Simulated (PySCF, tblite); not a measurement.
**C5H12OSi: geometry, infrared bands and NMR shifts**

Wanted: the infrared bands and NMR shifts of C5H12OSi (`C[C@@H]([SiH3])[C@@H](C)C=O`), by calculation.

Computed with tblite 0.8.0 and PySCF 2.14.0, with density-fitted response routines of our own, on a single molecule in the gas phase. Atoms are numbered from 0 throughout.

### 1 The molecule as given

19 atoms, charge 0, multiplicity 1; geometry from: force field or distance geometry start.

Bonds of the start (Å): C0–C1 1.51, C1–Si2 1.90, C1–C3 1.50, C3–C4 1.50, C3–C5 1.49, C5–O6 1.24, C0–H7 1.10, C0–H8 1.10, C0–H9 1.11, C1–H10 1.10, Si2–H11 1.46, Si2–H12 1.45, Si2–H13 1.47, C3–H14 1.11, C4–H15 1.10, C4–H16 1.11, C4–H17 1.12, C5–H18 1.08.

### 2 Optimising the geometry with GFN2-xTB

Job settings and geometry (Å):

```
{"job": {"kind": "relax", "xc": "GFN2-xTB", "basis": "xTB"}, "charge": 0, "multiplicity": 1}
C      1.148800     1.306900     0.583400
C      0.459800     0.320900    -0.333700
Si     1.784900    -1.006400    -0.637700
C     -0.772700    -0.289600     0.268900
C     -1.833600     0.714300     0.627800
C     -1.406700    -1.262200    -0.668300
O     -0.868000    -1.435300    -1.774300
H      1.085200     0.954800     1.623200
H      0.765800     2.331000     0.427000
H      2.224900     1.294700     0.323600
H      0.250200     0.785600    -1.307700
H      2.717700    -0.463400    -1.617000
H      1.218200    -2.253100    -1.111000
H      2.460000    -1.224900     0.647400
H     -0.523600    -0.828000     1.212900
H     -2.736600     0.519600     0.023200
H     -1.531200     1.765100     0.449100
H     -2.152100     0.597400     1.697200
H     -2.300800    -1.818100    -0.441100
```

Started as:

```console
> OMP_NUM_THREADS=1 python probes_run.py task.json out
```

The driver reads the jobs from task.json and runs them one after another.

**Question.** This job is followed by: GFN2-xTB harmonic vibrations, gas phase; GIAO PBE0/pcSseg-1 NMR shielding, non-relativistic, gas phase. Predict these results of the whole session: strongest single infrared mode (GFN2-xTB); zero-point energy (GFN2-xTB); ¹³C shifts against TMS (PBE0/pcSseg-1); ¹H shifts against TMS (PBE0/pcSseg-1, means over atoms taken as alike); ²⁹Si shifts against TMS (PBE0/pcSseg-1); ¹⁷O shifts against H2O (PBE0/pcSseg-1); surface potential, 1st and 99th percentile.

The runs gave:

```
                                                              quantity                                   value
                             strongest single infrared mode (GFN2-xTB)                   2208 cm⁻¹, 315 km/mol
                                          zero-point energy (GFN2-xTB)                           95.9 kcal/mol
                                ¹³C shifts against TMS (PBE0/pcSseg-1)       209.8, 53.7, 17.3, 16.2, 15.2 ppm
¹H shifts against TMS (PBE0/pcSseg-1, means over atoms taken as alike)  9.96, 3.73, 1.97, 1.23, 1.07, 0.96 ppm
                               ²⁹Si shifts against TMS (PBE0/pcSseg-1)                               -60.6 ppm
                                ¹⁷O shifts against H2O (PBE0/pcSseg-1)                               690.2 ppm
                                 surface potential, 1st and 99th percentile                      -1.52 V and 1.00 V
```

**Reading.** The optimisation took 125 steps and gained 0.564 eV; among the close pairs (by a distance rule), C5–O6 changed most, from 1.242 to 1.199 Å. The lowest mode is imaginary (35i cm⁻¹), so the xTB geometry is not a minimum. The strongest single mode, at 2208 cm⁻¹, moves mainly H13. GFN2-xTB is a fitted tight-binding method: band positions and strengths are rough. Its intensities can rank the bands wrongly. C5 (aldehyde carbonyl carbon) lies farthest downfield among carbon, at 209.8 ppm; the double bond to the heteroatom, with no lone-pair donor beside it, deshields it most. The most deshielded hydrogen is H18 (hydrogen on an aldehyde carbonyl carbon), at 9.96 ppm: the C=O anisotropy and electron withdrawal place aldehyde protons far downfield. At PBE0/pcSseg-1: The largest span, 1345 ppm, is at O6, where the paramagnetic term is -757 ppm. At PBE0/pcSseg-1, counted by nearest atom on the grid, the HOMO lies on O6 58 %; H18 14 %, the LUMO on C5 41 %; O6 31 %.
